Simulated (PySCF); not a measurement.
**C4H2ClFO2S2: electronic excitations**

What electronic excitations should C4H2ClFO2S2 (`O=S(=O)(Cl)c1sccc1F`) show?

Programs: PySCF 2.14.0, with density-fitted response routines of our own. Each step states its level of theory. These are calculated values for one molecule in the gas phase, unless marked as measured. Atoms are numbered from 0 throughout.

## (1) Starting geometry

12 atoms, charge 0, multiplicity 1; geometry from: GFN2-xTB.

Bonds of the start (Å): O0–S1 1.42, S1–O2 1.42, S1–Cl3 2.03, S1–C4 1.75, C4–S5 1.71, S5–C6 1.72, C6–C7 1.36, C7–C8 1.41, C8–F9 1.33, C8–C4 1.37, C6–H10 1.07, C7–H11 1.07.

## (2) TDDFT and polarisability: CAM-B3LYP/def2-SVPD

The job: settings as JSON, then the geometry in Å.

```
{"job": {"kind": "uv", "xc": "CAM-B3LYP", "basis": "def2-SVPD", "nstates": 8, "ntriplets": 3}, "charge": 0, "multiplicity": 1}
O      2.421923     1.541259    -0.853769
S      2.109915     0.410858    -0.045357
O      2.657212     0.293452     1.260402
Cl     2.660885    -1.241338    -1.085605
C      0.367122     0.227997    -0.036544
S     -0.531083     1.166820    -1.146535
C     -1.992411     0.443502    -0.606622
C     -1.799148    -0.480447     0.375258
C     -0.430686    -0.604198     0.695108
F      0.038280    -1.446329     1.607520
H     -2.926441     0.738009    -1.042133
H     -2.574370    -1.050271     0.852250
```

With the program's defaults for keys left out, this is: TDDFT CAM-B3LYP/def2-SVPD, vertical, gas phase, core orbitals frozen in the response.

On the command line:

```sh
$ OMP_NUM_THREADS=1 python probes_run.py task.json out
```

The driver reads the jobs from task.json and runs them one after another.

Output:

```text
coarse grid: 13720 points
cycle   1  E = -1659.1138882263  dE =  2.997e+00  |g| = 1.237e+00  |ddm| = 6.673e+00
cycle   2  E = -1658.6226781939  dE =  4.912e-01  |g| = 2.085e+00  |ddm| = 4.404e+00
cycle   3  E = -1659.4173231543  dE = -7.946e-01  |g| = 1.575e-01  |ddm| = 2.921e+00
cycle   4  E = -1659.4218941070  dE = -4.571e-03  |g| = 8.027e-02  |ddm| = 4.452e-01
cycle   5  E = -1659.4233642712  dE = -1.470e-03  |g| = 1.806e-02  |ddm| = 1.824e-01
cycle   6  E = -1659.4234378173  dE = -7.355e-05  |g| = 6.857e-03  |ddm| = 4.853e-02
cycle   7  E = -1659.4234503083  dE = -1.249e-05  |g| = 1.822e-03  |ddm| = 1.618e-02
cycle   8  E = -1659.4234510136  dE = -7.053e-07  |g| = 9.662e-04  |ddm| = 4.282e-03
final grid: 124840 points
cycle   9  E = -1659.6195734926  dE = -2.269e-05  |g| = 4.311e-03  |ddm| = 7.438e-02
cycle  10  E = -1659.6195711522  dE =  2.340e-06  |g| = 5.719e-03  |ddm| = 1.359e-02
cycle  11  E = -1659.6195771391  dE = -5.987e-06  |g| = 5.256e-04  |ddm| = 7.163e-03
cycle  12  E = -1659.6195771830  dE = -4.386e-08  |g| = 2.581e-04  |ddm| = 1.036e-03
cycle  13  E = -1659.6195771961  dE = -1.310e-08  |g| = 8.264e-05  |ddm| = 4.101e-04
cycle  14  E = -1659.6195771975  dE = -1.468e-09  |g| = 1.650e-05  |ddm| = 1.886e-04
cycle  15  E = -1659.6195771976  dE = -8.185e-11  |g| = 7.484e-06  |ddm| = 4.904e-05
converged SCF energy = -1659.6195771976

Static polarisability (au): isotropic 102.309, principal 81.251 102.073 123.602

Singlet excitations
state   eV       nm        f      main configurations
  1   5.2208    237.5   0.15095   H->L 0.89
  2   5.3992    229.6   0.08007   H-1->L 0.83
  3   5.8622    211.5   0.00540   H-2->L 0.70, H-2->L+1 0.26
  4   6.0871    203.7   0.04738   H->L+1 0.52, H->L+2 0.21
  5   6.1894    200.3   0.00956   H->L+2 0.53, H->L+1 0.16
  6   6.5378    189.6   0.01604   H-1->L+1 0.38, H->L+1 0.21, H-5->L 0.09
  7   6.6106    187.6   0.00082   H-1->L+2 0.70
  8   6.7017    185.0   0.00156   H-4->L 0.71, H-4->L+1 0.13

Triplet excitations (Tamm-Dancoff, eV): 3.5843 4.1664 5.2207
```

Wall time 3 min (1 thread, shared host).

The orbitals next to the gap, with their largest atomic shares:

```csv
orbital,eV,atoms
HOMO−3,-11.38,"Cl3 31 %, O2 22 %, O0 22 %"
HOMO−2,-10.69,"Cl3 48 %, O2 26 %, O0 25 %"
HOMO−1,-9.68,"C7 27 %, S5 26 %, C6 16 %"
HOMO,-9.36,"C4 23 %, S5 21 %, C8 18 %"
LUMO,-1.30,"Cl3 19 %, C6 15 %, S1 13 %"
LUMO+1,-0.19,"Cl3 28 %, S1 17 %, C6 10 %"
LUMO+2,0.42,"S5 60 %, C4 9 %, H10 7 %"
```

With each of the 8 states as a Gaussian band of 0.4 eV half-width at 1/e, the curve within the window shown has maxima at 234 nm (ε 9,000) L/(mol cm). Beyond the last state computed it falls off for lack of states. The curve at chosen wavelengths:

(nm, ε (L/mol/cm)): (177, 235), (181, 514), (184, 802), (188, 1267), (192, 1794), (195, 2188), (199, 2613), (202, 2803), (206, 2911), (210, 3055), (213, 3363), (217, 4206), (221, 5514), (224, 6641), (228, 8007), (232, 8855), (235, 9003), (239, 8531), (243, 7452), (246, 6407), (250, 4929), (253, 3880), (257, 2678), (261, 1751), (264, 1232), (268, 741)

Leading natural transition orbitals of singlet state 1: the hole lies on C4 29 %; C6, C8 about 18 % each; Cl3 11 %; the particle on Cl3 22 %; S1 19 %; C4, C6 about 12 % each.

Ground-state properties from the same run:

```csv
property,computed
dipole moment (D),5.56
polarisability (Å³),15.16
HOMO–LUMO gap (eV),8.06
−ε(HOMO) (eV),9.36
```

Orbitals, density, ELF and potential are computed afterwards from the orbital file.

Frontier orbitals at CAM-B3LYP/def2-SVPD, with the share of their density that lies nearest to each atom:

```csv
orbital,energy (eV),lies on
HOMO,-9.36,"C4, C8 about 22 % each; S5 21 %; C6 16 %"
LUMO,-1.30,"Cl3 17 %; S1, S5 about 13 % each; C4, C6, C8 about 13 % each"
```

ELF in a plane through or near 10 of the atoms.

Ten even steps from '0' (0.00) to '9' (1.00):
```
0000000000000000000000000000
0000000000000000000000000000
0000000000000000000000000000
0000000000001233200000000000
0000000000046888610000000000
0000001100058648500377300000
0000134541025785213999940000
0000246652000332576999950000
0000245664113723781799710000
0000025511773484443542000000
0000014185782541058841000000
0000136743445884563288730000
0000368776103711484799981000
0001478668203377275899980000
0000257887105965640178830000
0000024553004899730002100000
0000000000001565410000000000
0000000000000021100000000000
0000000000000000000000000000
0000000000000000000000000000
```
The map spans 10.9 Å across and 9.5 Å up, centred on the molecule. Atoms in the plane (x, y in Å): O0 (-2.5, -1.6), S1 (-2.1, -0.2), C4 (-0.4, -0.2), S5 (0.4, -1.7), C6 (2.0, -0.8), C7 (1.8, 0.5), C8 (0.5, 0.9), F9 (0.1, 2.2), H10 (2.9, -1.4), H11 (2.6, 1.2).

On the surface of density 0.002 e/bohr³ the electrostatic potential runs, from the 1st to the 99th percentile, from -1.27 V near O2 to 1.82 V near H10.

## (3) Results

| quantity | value |
| --- | --- |
| lowest singlet (CAM-B3LYP/def2-SVPD) | 5.22 eV (237 nm), f = 0.151 |
| lowest triplet | 3.58 eV |
| surface potential, 1st and 99th percentile | -1.27 V and 1.82 V |

What this shows: The first singlet state (HOMO→LUMO 0.89) lies at 5.22 eV and is bright. The lowest triplet lies 1.64 eV below the lowest singlet (triplets in Tamm-Dancoff, singlets in full TDDFT). By nearest atom (CAM-B3LYP/def2-SVPD), the HOMO sits on C4, C8 about 22 % each; S5 21 % and the LUMO on Cl3 17 %; S1, S5 about 13 % each.
